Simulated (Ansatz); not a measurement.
**ClF2HNV: how energies converge with the basis set**

Aim: see how fast density functionals converge with the basis set for ClF2HNV.

Program: Ansatz 0.2.0, Gaussian basis. Level of theory: one geometry, several basis sets. These are calculated values, not measurements.

The runs, in order: PBE0-D4/def2-SVP; ωB97M-V/def2-SVP; PBE0-D4/def2-QZVPP; ωB97M-V/def2-QZVPP; the functionals' def2-TZVPP values are taken from earlier runs.

## Step 1: Structure used throughout

An earlier PBE0-D4 in a triple-zeta def2 set relaxation fixed the geometry.

SMILES `[NH]=[V]([F])([F])[Cl]`, 6 atoms, charge 0, spin multiplicity 1.

Atoms are counted from 1 here; the program's logs count them from 0.

Bond lengths: N1–V2 1.590 Å, N1–H6 1.012 Å, V2–F3 1.722 Å, V2–F4 1.722 Å, V2–Cl5 2.144 Å. Angles: V2–N1–H6 179.6°, N1–V2–F3 108.3°, N1–V2–F4 108.3°, N1–V2–Cl5 107.1°, F3–V2–F4 111.2°, F3–V2–Cl5 110.9°, F4–V2–Cl5 110.9°.

## Step 2: PBE0-D4 in def2-SVP

File in.yaml:

```yaml
crystal:
  periodic: [false, false, false]
  atoms:
    - {symbol: N, position_ang: [-0.811448, 0.382401, 0.744652]}
    - {symbol: V, position_ang: [0.294901, -0.231664, -0.217825]}
    - {symbol: F, position_ang: [1.697575, -0.576274, 0.719726]}
    - {symbol: F, position_ang: [-0.342956, -1.662459, -0.932813]}
    - {symbol: Cl, position_ang: [0.720266, 1.244937, -1.713644]}
    - {symbol: H, position_ang: [-1.516238, 0.779058, 1.353803]}
basis:
  gaussian: {orbitals: def2-SVP}
hamiltonian: {xc: pbe0, dispersion: d4}
output: {orbitals: {seedname: orbitals}}
```

After this run come: ωB97M-V in def2-SVP; PBE0-D4 in def2-QZVPP; ωB97M-V in def2-QZVPP.

Before running them: what should the planned runs give, taken together? Wanted: PBE0-D4: double and triple zeta above quadruple; ωB97M-V: double and triple zeta above quadruple.

**Answer**, as computed:

| quantity | value |
| --- | --- |
| PBE0-D4: double and triple zeta above quadruple | 17.74, 1.24 eV |
| ωB97M-V: double and triple zeta above quadruple | 17.81, 1.16 eV |

In words: For PBE0-D4 the step from double to triple zeta gains 16.51 eV and the next only 1.24 eV. These are total energies; as a rule much of such shifts cancels in differences, which this series doesn't test.
